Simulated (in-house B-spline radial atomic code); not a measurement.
**Gallium: what a pseudopotential does to hybrids, RPA and G0W0**

Aim: make Troullier-Martins pseudopotentials for gallium and test how well they carry over to Hartree-Fock, PBE0, RPA and G0W0.

Each job solves three atoms with an in-house B-spline radial code, non-relativistic and spherical, high spin: all electrons (AE), all electrons with the core left uncorrelated (FC), and the pseudo-atom (PS, semilocal channels for the l listed, the local potential above). Empty states run to l = 8; the Hartree-Fock start is not run with a model core. The AE exchange self-energy holds core-valence exchange, which PS lacks and its potential largely offsets, so that difference is no error by itself. The code writes a record and no log. All values are calculated.

## (1) Ga²⁺, LDA, core 1s 2s 2p 3s 3p 3d, radii × 1, made in [Ar] 3d10 4s2 4p1

File settings:

```
Z = 31
electrons = 29.0
configuration = [Ar] 3d10 4s1
generated_in = [Ar] 3d10 4s2 4p1
functional = lda,vwn
core_shells = 6
radius_factor = 1.0
core_correction = False
ion_configuration = None
```

From the record: radii s 1.917, p 2.537, local 2.01 bohr. Reference levels, all-electron and pseudo (hartree): 4s -0.32801, -0.32801; 4p -0.10163, -0.10163.

Levels in eV; differences are from AE. Left out are levels of quasi-particle weight under 0.75 (0.6 for the top and for empty ones), unbound levels and those not matched in AE and PS.

| start | level | mean field AE | PS − AE | G0W0 AE | FC − AE | PS − AE | exchange self-energy PS − AE |
| --- | --- | --- | --- | --- | --- | --- | --- |
| LDA | 4s up | -26.58 | +0.00 | -31.18 | +0.78 | -0.47 | +4.02 |
| PBE0 | 4s up | -27.15 | -0.83 | -30.96 | +0.75 | -0.67 | +3.57 |
| Hartree-Fock | 4s up | -29.29 | -1.54 | -30.53 | +0.67 | -0.96 | +2.79 |
| Hartree-Fock | 4s down (empty) | -18.21 | -1.08 | -19.78 | +0.65 | -0.54 | +2.63 |

| start | valence RPA correlation, FC (hartree) | PS (hartree) | RPA polarisability (no kernel), AE (bohr³) | PS (bohr³) | ionisation by RPA, AE (eV) | PS − AE (eV) |
| --- | --- | --- | --- | --- | --- | --- |
| LDA | -0.0227 | -0.0255 | 7.41 | 6.96 | – | – |
| PBE0 | -0.0194 | -0.0221 | 6.77 | 5.91 | – | – |
| Hartree-Fock | -0.0137 | -0.0156 | 5.37 | 4.30 | – | – |

Run time: 9.5 s. Hardware: 1 thread of Intel Xeon 6975P-C (Granite Rapids), shared host.

Its core holds an angular momentum without a channel of its own, so the local potential lets valence electrons into it. With one valence electron, RPA and GW of the pseudo-atom hold only self-correlation.

## (2) Ga²⁺, PBE, core 1s 2s 2p 3s 3p 3d, radii × 0.8, made in [Ar] 3d10 4s2 4p1

File settings:

```
Z = 31
electrons = 29.0
configuration = [Ar] 3d10 4s1
generated_in = [Ar] 3d10 4s2 4p1
functional = pbe,pbe
core_shells = 6
radius_factor = 0.8
core_correction = False
ion_configuration = None
```

From the record: radii s 1.534, p 2.03, local 1.608 bohr. Reference levels, all-electron and pseudo (hartree): 4s -0.32008, -0.32008; 4p -0.09614, -0.09614.

Levels in eV; differences are from AE. Left out are levels of quasi-particle weight under 0.75 (0.6 for the top and for empty ones), unbound levels and those not matched in AE and PS.

| start | level | mean field AE | PS − AE | G0W0 AE | FC − AE | PS − AE | exchange self-energy PS − AE |
| --- | --- | --- | --- | --- | --- | --- | --- |
| PBE | 4s up | -26.25 | -0.14 | -31.13 | +0.77 | +0.00 | +3.88 |
| PBE0 | 4s up | -27.15 | -0.29 | -30.96 | +0.75 | -0.12 | +3.65 |
| Hartree-Fock | 4s up | -29.29 | -1.00 | -30.53 | +0.67 | -0.42 | +2.86 |
| Hartree-Fock | 4s down (empty) | -18.21 | -0.63 | -19.78 | +0.65 | -0.08 | +2.63 |

| start | valence RPA correlation, FC (hartree) | PS (hartree) | RPA polarisability (no kernel), AE (bohr³) | PS (bohr³) | ionisation by RPA, AE (eV) | PS − AE (eV) |
| --- | --- | --- | --- | --- | --- | --- |
| PBE | -0.0226 | -0.0258 | 7.61 | 7.03 | – | – |
| PBE0 | -0.0194 | -0.0221 | 6.77 | 6.09 | – | – |
| Hartree-Fock | -0.0137 | -0.0156 | 5.37 | 4.42 | – | – |

Run time: 9.6 s. Hardware: 1 thread of Intel Xeon 6975P-C (Granite Rapids), shared host.

Its core holds an angular momentum without a channel of its own, so the local potential lets valence electrons into it. With one valence electron, RPA and GW of the pseudo-atom hold only self-correlation.

## (3) Ga²⁺, PBE, core 1s 2s 2p 3s 3p 3d, radii × 0.8, model core, made in [Ar] 3d10 4s2 4p1

Edit settings of step 2 so:

```diff
@@ -7,3 +7,3 @@
 radius_factor = 0.8
-core_correction = False
+core_correction = True
 ion_configuration = None
```

From the record: radii s 1.534, p 2.03, local 1.608, model core 1.613 bohr. Reference levels, all-electron and pseudo (hartree): 4s -0.32008, -0.32008; 4p -0.09614, -0.09614.

Levels in eV; differences are from AE. Left out are levels of quasi-particle weight under 0.75 (0.6 for the top and for empty ones), unbound levels and those not matched in AE and PS.

| start | level | mean field AE | PS − AE | G0W0 AE | FC − AE | PS − AE | exchange self-energy PS − AE |
| --- | --- | --- | --- | --- | --- | --- | --- |
| PBE | 4s up | -26.25 | -0.26 | -31.13 | +0.77 | -0.11 | +3.91 |
| PBE0 | 4s up | -27.15 | +0.10 | -30.96 | +0.75 | +0.34 | +3.89 |

| start | valence RPA correlation, FC (hartree) | PS (hartree) | RPA polarisability (no kernel), AE (bohr³) | PS (bohr³) | ionisation by RPA, AE (eV) | PS − AE (eV) |
| --- | --- | --- | --- | --- | --- | --- |
| PBE | -0.0226 | -0.0257 | 7.61 | 7.08 | – | – |
| PBE0 | -0.0194 | -0.0220 | 6.77 | 6.50 | – | – |

Wall time 8.8 s (1 thread of Intel Xeon 6975P-C (Granite Rapids), shared host).

Its core holds an angular momentum without a channel of its own, so the local potential lets valence electrons into it. With one valence electron, RPA and GW of the pseudo-atom hold only self-correlation.

## (4) Ga²⁺, PBE, core 1s 2s 2p 3s 3p 3d, radii × 0.9, made in [Ar] 3d10 4s2 4p1

Edit settings of step 3 so:

```diff
@@ -6,4 +6,4 @@
 core_shells = 6
-radius_factor = 0.8
-core_correction = True
+radius_factor = 0.9
+core_correction = False
 ion_configuration = None
```

From the record: radii s 1.726, p 2.283, local 1.81 bohr. Reference levels, all-electron and pseudo (hartree): 4s -0.32008, -0.32008; 4p -0.09614, -0.09614.

Levels in eV; differences are from AE. Left out are levels of quasi-particle weight under 0.75 (0.6 for the top and for empty ones), unbound levels and those not matched in AE and PS.

| start | level | mean field AE | PS − AE | G0W0 AE | FC − AE | PS − AE | exchange self-energy PS − AE |
| --- | --- | --- | --- | --- | --- | --- | --- |
| PBE | 4s up | -26.25 | -0.15 | -31.13 | +0.77 | +0.03 | +3.89 |
| PBE0 | 4s up | -27.15 | -0.28 | -30.96 | +0.75 | -0.09 | +3.67 |
| Hartree-Fock | 4s up | -29.29 | -0.97 | -30.53 | +0.67 | -0.39 | +2.89 |
| Hartree-Fock | 4s down (empty) | -18.21 | -0.62 | -19.78 | +0.65 | -0.07 | +2.63 |

| start | valence RPA correlation, FC (hartree) | PS (hartree) | RPA polarisability (no kernel), AE (bohr³) | PS (bohr³) | ionisation by RPA, AE (eV) | PS − AE (eV) |
| --- | --- | --- | --- | --- | --- | --- |
| PBE | -0.0226 | -0.0257 | 7.61 | 7.03 | – | – |
| PBE0 | -0.0194 | -0.0220 | 6.77 | 6.11 | – | – |
| Hartree-Fock | -0.0137 | -0.0156 | 5.37 | 4.44 | – | – |

Run time: 9.5 s. Hardware: 1 thread of Intel Xeon 6975P-C (Granite Rapids), shared host.

Its core holds an angular momentum without a channel of its own, so the local potential lets valence electrons into it. With one valence electron, RPA and GW of the pseudo-atom hold only self-correlation.

## (5) Ga²⁺, PBE, core 1s 2s 2p 3s 3p 3d, radii × 0.9, model core, made in [Ar] 3d10 4s2 4p1

Edit settings of step 4 so:

```diff
@@ -7,3 +7,3 @@
 radius_factor = 0.9
-core_correction = False
+core_correction = True
 ion_configuration = None
```

From the record: radii s 1.726, p 2.283, local 1.81, model core 1.613 bohr. Reference levels, all-electron and pseudo (hartree): 4s -0.32008, -0.32008; 4p -0.09614, -0.09614.

Levels in eV; differences are from AE. Left out are levels of quasi-particle weight under 0.75 (0.6 for the top and for empty ones), unbound levels and those not matched in AE and PS.

| start | level | mean field AE | PS − AE | G0W0 AE | FC − AE | PS − AE | exchange self-energy PS − AE |
| --- | --- | --- | --- | --- | --- | --- | --- |
| PBE | 4s up | -26.25 | -0.26 | -31.13 | +0.77 | -0.08 | +3.91 |
| PBE0 | 4s up | -27.15 | +0.09 | -30.96 | +0.75 | +0.35 | +3.89 |

| start | valence RPA correlation, FC (hartree) | PS (hartree) | RPA polarisability (no kernel), AE (bohr³) | PS (bohr³) | ionisation by RPA, AE (eV) | PS − AE (eV) |
| --- | --- | --- | --- | --- | --- | --- |
| PBE | -0.0226 | -0.0256 | 7.61 | 7.08 | – | – |
| PBE0 | -0.0194 | -0.0219 | 6.77 | 6.49 | – | – |

Wall time 8.8 s (1 thread of Intel Xeon 6975P-C (Granite Rapids), shared host).

Its core holds an angular momentum without a channel of its own, so the local potential lets valence electrons into it. With one valence electron, RPA and GW of the pseudo-atom hold only self-correlation.

## (6) Results

Of the filled levels shown, the one that moves most in G0W0 on the functional of the generation (eV):

| pseudo-atom | level | PS − AE | FC − AE | exchange self-energy PS − AE |
| --- | --- | --- | --- | --- |
| Ga²⁺, LDA, core 1s 2s 2p 3s 3p 3d, radii × 1, made in [Ar] 3d10 4s2 4p1 | 4s up | -0.47 | +0.78 | +4.02 |
| Ga²⁺, PBE, core 1s 2s 2p 3s 3p 3d, radii × 0.8, made in [Ar] 3d10 4s2 4p1 | 4s up | +0.00 | +0.77 | +3.88 |
| Ga²⁺, PBE, core 1s 2s 2p 3s 3p 3d, radii × 0.8, model core, made in [Ar] 3d10 4s2 4p1 | 4s up | -0.11 | +0.77 | +3.91 |
| Ga²⁺, PBE, core 1s 2s 2p 3s 3p 3d, radii × 0.9, made in [Ar] 3d10 4s2 4p1 | 4s up | +0.03 | +0.77 | +3.89 |
| Ga²⁺, PBE, core 1s 2s 2p 3s 3p 3d, radii × 0.9, model core, made in [Ar] 3d10 4s2 4p1 | 4s up | -0.08 | +0.77 | +3.91 |

For these levels the shift runs from 0.00 eV (Ga²⁺, PBE, core 1s 2s 2p 3s 3p 3d, radii × 0.8, made in [Ar] 3d10 4s2 4p1) to 0.47 eV (Ga²⁺, LDA, core 1s 2s 2p 3s 3p 3d, radii × 1, made in [Ar] 3d10 4s2 4p1). On other starts it reaches -0.96 eV (4s up, Hartree-Fock). Leaving the core uncorrelated shifts some of these levels the other way or by more than the total, so the pseudopotential's own error works against it there, and can outweigh it. The warnings of steps 1, 2, 3, 4, 5 apply, and can be the main cause there. The radii follow a simple rule and aren't optimised.
